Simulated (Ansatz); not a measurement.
Runs of Ansatz 0.2.0 on Hf2Pd2Se2Br2O3. The structure is orthorhombic, space group Immm (No. 71). The conventional cell has a = 3.785 Å, b = 5.344 Å, c = 24.568 Å, α = 90.00°, β = 90.00°, γ = 90.00°. Hf (site symmetry mm2) has 3 O at 1.94 to 1.95 Å as nearest neighbours. Around Pd (site symmetry mm2) lie 2 Se at 2.48 Å and 1 Br at 2.54 Å. Around Se (site symmetry mm2) lie 2 Pd at 2.48 Å and 2 Hf at 2.84 Å. Br (site symmetry mm2) is surrounded by 1 Pd at 2.54 Å. O (site symmetry mm2) has 2 Hf at 1.95 Å as nearest neighbours. O (site symmetry mmm) has 2 Hf at 1.94 Å as nearest neighbours. The cell was built by a generator and needn't be a form met in nature.

```tsv
task	level	cell	k mesh	points for each segment of the path	gap on the mesh (eV)	pressure (GPa)	relaxed volume (Å³/atom)	largest force (eV/Å)
band structure	BLYP	as given	9 × 9 × 9	10	none	3.6	-	0.32
relaxation of cell and atoms	PBEsol+D3(BJ)	relaxed	6 × 6 × 6	-	none	0.0	20.78	0.01
relaxation of cell and atoms	PBE+D4	relaxed	6 × 6 × 6	-	none	0.0	21.89	-
relaxation of cell and atoms	BLYP	relaxed	6 × 6 × 6	-	none	0.0	(b)	-
relaxation of cell and atoms	PBE+D3(BJ)-ATM	relaxed	6 × 6 × 6	-	none	0.0	(a)	-
```

Alike in all rows: potentials or basis Ansatz PAW; no spin polarisation; cutoff (eV) 420; smearing fermi-dirac 0.05 eV.

**Question.** Estimate the missing entries.

**Answer.** (a) 22.01; (b) 23.86.

Caveats: the plane-wave basis is chosen anew once the cell has moved, so the energies of steps on either side of that aren't comparable (some runs); the PAW data sets come from PBE, with cores solved anew for the run's functional, which leaves a small shift of forces and pressure (some runs); pairwise dispersion overbinds metals, which lowers pressure and volume (some runs); spin-orbit coupling is left out, which moves the levels of the heavy elements (some runs).

A k mesh can miss the band edges, and the runs leave out spin-orbit coupling on Br, Hf, Pd, Se.

A gap of «none» marks a metal or a gap under the smearing width.
